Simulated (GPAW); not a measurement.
**CaB2 in GPAW: the effect of functional**

CaB2:

```xyz
3
Lattice="3.2264 0.0000 0.0000 -1.6132 2.7942 0.0000 0.0000 0.0000 4.0674" Properties=species:S:1:pos:R:3 pbc="T T T"
Ca    0.0000    0.0000    0.0000
B     1.6132    0.9314    2.0337
B     0.0000    1.8628    2.0337
```

The cell comes from a database or a generator and needn't be the stable form of this composition.

Alike in all runs:

- Program: GPAW 26.7.0
- Task: band structure
- Cutoff: 800 eV
- Basis: pw
- k mesh: 9 × 9 × 7
- Occupations: fermi-dirac, width 0.05 eV
- Spin: no spin polarisation

```tsv
functional	potentials or basis	pressure (GPa)
LDA	the program's PAW data sets (release 1.2.1) made for this functional	-6.6
PBEsol	PAW data sets generated in the run's folder for this functional	?
RPBE	the program's PAW data sets (release 1.2.1) made for this functional	3.0
revPBE	the program's PAW data sets (release 1.2.1) made for this functional	2.3
BLYP	PAW data sets generated in the run's folder for this functional	2.6
```

Task: What does the run with functional PBEsol give?

Result: Pressure -2.9 GPa.

Runs at the PBE level aren't shown here.
